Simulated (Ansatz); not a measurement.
# CH₂F₂Si (SMILES FC=[SiH]F): a relaxed scan of the bond length C2–Si3

The task here is to estimate one member of a computed series from the others.

Computed with Ansatz 0.2.0, Gaussian basis. Level: single points in def2-TZVPP.

Levels: PBE-D4, r2SCAN-D4, PBE0-D4, B3LYP-D4, wB97M-V, Hartree-Fock, MP2, CCSD, CCSD(T). The scan takes 1.498, 1.558, 1.644, 1.746, 1.858, 1.979, 2.107, 2.243, 2.384 Å.

Correlated methods freeze the cores. B3LYP uses VWN-RPA correlation.

30 further runs of the same task are left out: 30 set aside as unsound or not needed.

## The system as given

SMILES `FC=[SiH]F`, 6 atoms, charge 0, spin multiplicity 1.

Atoms are counted from 1 here; the program's logs count them from 0.

Bond lengths: F1–C2 1.373 Å, C2–Si3 1.755 Å, C2–H5 1.077 Å, Si3–F4 1.601 Å, Si3–H6 1.435 Å. Angles: F1–C2–Si3 121.9°, F1–C2–H5 111.3°, Si3–C2–H5 126.8°, C2–Si3–F4 124.6°, C2–Si3–H6 130.1°, F4–Si3–H6 105.3°.

Coordinates:

```mol
CH2F2Si
  3D, bonds by distance, orders not assigned

  6  5  0  0  0  0  0  0  0  0999 V2000
    1.0774   -1.4392   -0.8680 F   0  0
    0.7962   -0.1430   -0.5144 C   0  0
   -0.6255    0.2740    0.4266 Si  0  0
   -1.7148   -0.7787    0.9437 F   0  0
    1.5522    0.5343   -0.8751 H   0  0
   -1.0855    1.5526    0.8872 H   0  0
  1  2  8  0
  2  3  8  0
  2  5  8  0
  3  4  8  0
  3  6  8  0
M  END
```

The first run:

The input, relax/in.yaml:

```yaml
crystal:
  periodic: [false, false, false]
  atoms:
    - {symbol: F, position_ang: [1.077350, -1.439180, -0.868020]}
    - {symbol: C, position_ang: [0.796160, -0.143040, -0.514440]}
    - {symbol: Si, position_ang: [-0.625480, 0.273980, 0.426570]}
    - {symbol: F, position_ang: [-1.714780, -0.778660, 0.943710]}
    - {symbol: H, position_ang: [1.552210, 0.534330, -0.875060]}
    - {symbol: H, position_ang: [-1.085470, 1.552560, 0.887230]}
basis:
  gaussian: {orbitals: def2-TZVP}
hamiltonian: {xc: pbe0, dispersion: d4}
relax: {f_tol: 0.005, max_steps: 200}
```

The command line of these runs was not kept.

Among the steps run: Finding the minimum; The minimum at every level; C2–Si3 = 1.498 Å; C2–Si3 = 1.558 Å; C2–Si3 = 1.644 Å; C2–Si3 = 1.746 Å; C2–Si3 = 1.858 Å; C2–Si3 = 1.979 Å; C2–Si3 = 2.107 Å; C2–Si3 = 2.243 Å; C2–Si3 = 2.384 Å.

One table of the session follows, with a row left open; its other results are not shown here.

Energies less that of the minimum at the same level (meV):

| bond length (Å) | PBE-D4 | PBE0-D4 | B3LYP-D4 | wB97M-V | Hartree-Fock |
| --- | --- | --- | --- | --- | --- |
| 1.498 | 1080 | 985 | 999 | 944 | 928 |
| 1.558 | 517 | 447 | 456 | 415 | 390 |
| 1.644 | 95 | 64 | 68 | 49 | 32 |
| 1.703 (minimum) | 0 | 0 | 0 | 0 | 0 |
| 1.746 | 6 | 30 | 27 | 42 | 60 |
| 1.858 | 151 | 272 | 237 | 339 | 451 |
| 1.979 | 454 | 647 | 580 | 747 | 886 |
| 2.107 | ? | ? | ? | ? | ? |
| 2.243 | 1288 | 1562 | 1430 | 1644 | 1663 |
| 2.384 | 1716 | 2000 | 1837 | 2032 | 1939 |

**Question.** Estimate the row for bond length (Å) = 2.107.

Worked estimate for «PBE-D4». A straight line through the neighbours (1.979, 454) and (2.243, 1288) gives 454 + (1288 − 454) × (2.107 − 1.979) / (2.243 − 1.979) = 858; a parabola fitted to 4 rows on both sides gives 850.

As computed: PBE-D4: 851; PBE0-D4: 1094; B3LYP-D4: 994; wB97M-V: 1199; Hartree-Fock: 1303. In «PBE-D4» the line misses by +7 and the parabola by -1.
